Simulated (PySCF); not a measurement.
# MoHF: structure of the triplet

Aim: relax MoHF as a triplet from a bent start, check by its vibrations whether the end is a minimum, and collect its spectrum and constants.

Method: PBE0, basis Mo def2-TZVP with ECP28, H def2-TZVP, F def2-TZVP, scalar-relativistic core potentials, no spin–orbit coupling, density fitting; program: PySCF 2.14.0.

## 1. Where the work starts

3 atoms, charge 0, spin multiplicity 3.

Bond lengths: Mo1–H2 1.700 Å, Mo1–F3 2.020 Å. Angles: H2–Mo1–F3 110.0°.

Z-matrix (Å, degrees; charge 0 multiplicity 3):
```
Mo
H  1 1.7000
F  1 2.0200 2 110.00
```

## 2. The SCF at the typed geometry

The steps below are one call of a driver around PySCF. For each, scf.py gives the equivalent set-up of the SCF; relaxations use the driver's own optimiser. After this first run the driver tries any further starts and a stability analysis.

The input, scf.py:

```python
from pyscf import gto, scf, dft
mol = gto.M(atom='''
Mo     0.000000     0.000000     0.000000
H     -1.392600     0.000000     0.975100
F      1.654700     0.000000     1.158600''',
    basis={'Mo': 'def2-TZVP', 'H': 'def2-TZVP', 'F': 'def2-TZVP'},
    ecp={'Mo': 'def2-TZVP'},
    charge=0, spin=2)
mf = dft.UKS(mol, xc='PBE0')
mf.grids.atom_grid = (50, 194)
aux = {'Mo': 'def2-universal-JKFIT', 'H': 'def2-universal-JKFIT', 'F': 'def2-universal-JKFIT'}
mf = mf.density_fit(auxbasis=aux)
mf.conv_tol = 1e-08
mf.diis_space = 10
mf.max_cycle = 60
mf.init_guess = 'minao'
mf.verbose = 4
mf.kernel()
```

Started as:

```
$ OMP_NUM_THREADS=2 python axn.py task.json out
```

Log:

```text
init E= -161.908880622967
[... the frontier-level lines of each cycle are left out ...]
cycle= 1 E= -168.326129499745  delta_E= -6.42  |g|= 0.576  |ddm|= 2.48
cycle= 2 E= -168.016720904124  delta_E= 0.309  |g|= 1.12  |ddm|=    1
cycle= 3 E= -168.452468438303  delta_E= -0.436  |g|= 0.214  |ddm|= 0.618
cycle= 4 E= -168.469660512453  delta_E= -0.0172  |g|= 0.0684  |ddm|= 0.187
cycle= 5 E= -168.471860395288  delta_E= -0.0022  |g|= 0.018  |ddm|= 0.0579
cycle= 6 E= -168.472073677931  delta_E= -0.000213  |g|= 0.00549  |ddm|= 0.0207
cycle= 7 E= -168.472164929665  delta_E= -9.13e-05  |g|= 0.00297  |ddm|= 0.021
cycle= 8 E= -168.472227235845  delta_E= -6.23e-05  |g|= 0.00233  |ddm|= 0.018
cycle= 9 E= -168.472296808653  delta_E= -6.96e-05  |g|= 0.00182  |ddm|= 0.0239
cycle= 10 E= -168.472387466963  delta_E= -9.07e-05  |g|= 0.00122  |ddm|= 0.0446
cycle= 11 E= -168.472420035704  delta_E= -3.26e-05  |g|= 0.000691  |ddm|= 0.0302
cycle= 12 E= -168.47242843552  delta_E= -8.4e-06  |g|= 0.000248  |ddm|= 0.0178
cycle= 13 E= -168.472429403928  delta_E= -9.68e-07  |g|= 0.000193  |ddm|= 0.00416
cycle= 14 E= -168.472430121439  delta_E= -7.18e-07  |g|= 0.000182  |ddm|= 0.00218
cycle= 15 E= -168.472430747515  delta_E= -6.26e-07  |g|= 0.000122  |ddm|= 0.0029
cycle= 16 E= -168.472431173574  delta_E= -4.26e-07  |g|= 0.000104  |ddm|= 0.00198
cycle= 17 E= -168.472431568472  delta_E= -3.95e-07  |g|= 7.87e-05  |ddm|= 0.00234
cycle= 18 E= -168.472431958019  delta_E= -3.9e-07  |g|= 2.61e-05  |ddm|= 0.00463
cycle= 19 E= -168.472431982194  delta_E= -2.42e-08  |g|= 1.2e-05  |ddm|= 0.00111
cycle= 20 E= -168.472431983718  delta_E= -1.52e-09  |g|= 2.58e-06  |ddm|= 0.00033
Extra cycle  E= -168.472431983737  delta_E= -1.88e-11  |g|= 1.56e-06  |ddm|= 7.9e-06
converged SCF energy = -168.472431983737  <S^2> = 2.008662  2S+1 = 3.0057691
```

This step, with its further starts and checks, needed 17 s of wall time on 2 threads of Arm Neoverse V1, shared host.

Energies from each starting density:

| start | energy (Eh) |
| --- | --- |
| the minimal-basis guess | -168.472432 |
| a thermally smeared density | -168.486382 |
| a smeared PBE density | -168.476997 |

The first run landed in a state that is too high. Following the other starts and the instabilities gains 78.8 kJ/mol (-168.50243 Eh), and the work goes on from there.

## 3. Relaxing the triplet from the bent start

The program finds Cs symmetry in the start, which this walk keeps.

Changes to scf.py since step 2:

```diff
@@ -3,3 +3,3 @@
-Mo     0.000000     0.000000     0.000000
-H     -1.392600     0.000000     0.975100
-F      1.654700     0.000000     1.158600''',
+Mo    -0.254709     0.000000    -0.195013
+H     -1.647309     0.000000     0.780087
+F      1.399991     0.000000     0.963587''',
@@ -16 +15,0 @@
-mf.init_guess = 'minao'
```

Steps of the walk:

| step | energy (Eh) | change (kJ/mol) | largest symmetric gradient (Eh/bohr) |
| --- | --- | --- | --- |
| 0 | -168.502433 | 0.00 | 0.04266 |
| 1 | -168.512008 | -25.14 | 0.01105 |
| 2 | -168.512346 | -26.03 | 0.00771 |
| 3 | -168.512501 | -26.43 | 0.00075 |
| 4 | -168.512507 | -26.45 | 0.00032 |
| 5 | -168.512508 | -26.45 | 0.00001 |

The walk took 10 s.

End point (Cs, 5 steps, 26.5 kJ/mol gained): Mo–F 1.855 Å, Mo–H 1.699 Å; F–Mo–H 115.9°.

## 4. Is it a minimum? Harmonic modes

The point is checked on the finer grid, and tightened if its gradient asks for it. The Hessian and the dipole derivatives come from central differences of analytic gradients, with steps of 0.02 bohr.

Changes to scf.py since step 3:

```diff
@@ -3,3 +3,3 @@
-Mo    -0.254709     0.000000    -0.195013
-H     -1.647309     0.000000     0.780087
-F      1.399991     0.000000     0.963587''',
+Mo    -0.237381     0.000000    -0.171269
+H     -1.696265     0.000000     0.699593
+F      1.313561     0.000000     0.846660''',
@@ -10 +10 @@
-mf.grids.atom_grid = (50, 194)
+mf.grids.atom_grid = (75, 302)
@@ -13 +13 @@
-mf.conv_tol = 1e-08
+mf.conv_tol = 1e-10
```

This SCF starts from the last density.

SCF at the final geometry:

```text
init E= -168.51265092905
[... the frontier-level lines of each cycle are left out ...]
cycle= 1 E= -168.512650929056  delta_E= -5.74e-12  |g|= 4.51e-06  |ddm|= 8.58e-06
Extra cycle  E= -168.512650929054  delta_E= 2.27e-12  |g|= 6.69e-06  |ddm|= 1.11e-05
converged SCF energy = -168.512650929054  <S^2> = 2.9773782  2S+1 = 3.592981
```

The whole step took 57 s.

Geometry: Cs; Mo–F 1.855 Å, Mo–H 1.699 Å; F–Mo–H 115.9°.

Harmonic modes (main isotopes):

| ω (cm⁻¹) | IR (km/mol) | μ (u) | type |
| --- | --- | --- | --- |
| 477 | 48.3 | 1.08 | bend |
| 663 | 171 | 18.69 | stretch |
| 1886 | 218 | 1.02 | stretch |

All wavenumbers are real: a minimum.

The SCF density has lower symmetry than the nuclear frame, so the modes carry no labels.

Constants and moments:

* Dipole moment: 2.85 D
* Highest occupied level: -5.84 eV
* Lowest empty level: -2.58 eV
* Rotational constants: 7.37, 0.3016, 0.2897 cm⁻¹
* Zero-point energy: 18.1 kJ/mol
* Principal polarisabilities: 43.2, 46.9, 52.3 bohr³
* Atomisation energy without zero-point energy: 607 kJ/mol
* Principal traceless quadrupole moments about the centre of mass: -3.83, 1.32, 2.51 D Å
* Entropy at 298.15 K and 1 bar (electronic part: spin only): 267.6 J/(mol K)
* Heat capacity Cp at 298.15 K: 42.6 J/(mol K)
* Enthalpy at 298.15 K above 0 K: 10.89 kJ/mol
* Rotational symmetry number: 1
* Spin squared ⟨S²⟩: 2.977

Charges (e) and bond orders:

| atom | Mulliken | Löwdin | polar tensor | spin (Mulliken) | Mayer order to Mo1 |
| --- | --- | --- | --- | --- | --- |
| Mo1 | 0.59 | 0.38 | 1.06 | 2.08 | – |
| H2 | -0.10 | -0.09 | -0.32 | -0.09 | 0.98 |
| F3 | -0.49 | -0.29 | -0.74 | 0.01 | 0.87 |

Mulliken populations on Mo1 (outside its core potential): s 2.69, p 6.21, d 4.49, f 0.02.

## 5. Summary of results

| quantity | value |
| --- | --- |
| minimum | broken-symmetry (Ms = 1), Cs |
| geometry | Mo–F 1.855 Å, Mo–H 1.699 Å; F–Mo–H 115.9° |
| wavenumbers (cm⁻¹) | 477, 663, 1886 |
| dipole moment | 2.85 D |
| highest occupied, lowest empty level (either spin) | -5.84, -2.58 eV |
| polar-tensor charge of Mo1 | +1.06 e |
| zero-point energy | 18.1 kJ/mol |
| entropy at 298.15 K | 267.6 J/(mol K) |
| atomisation energy (no zero-point energy) | 607 kJ/mol |
| ⟨S²⟩ | 2.977 |

In words: The molecule stays Cs, as typed, and the end point is a minimum. The determinant is spin-contaminated (⟨S²⟩ = 2.98 against 2.00), so it is no pure spin state. The strongest infrared band lies at 1886 cm⁻¹ (stretch). The first SCF alone would have been 79 kJ/mol too high. Only this shape and spin were tried, so other structures or states may lie lower. The SCF density has lower symmetry than the nuclear frame. One determinant may miss the lowest occupation of an open d or f shell.

The search up to here took 84 s.
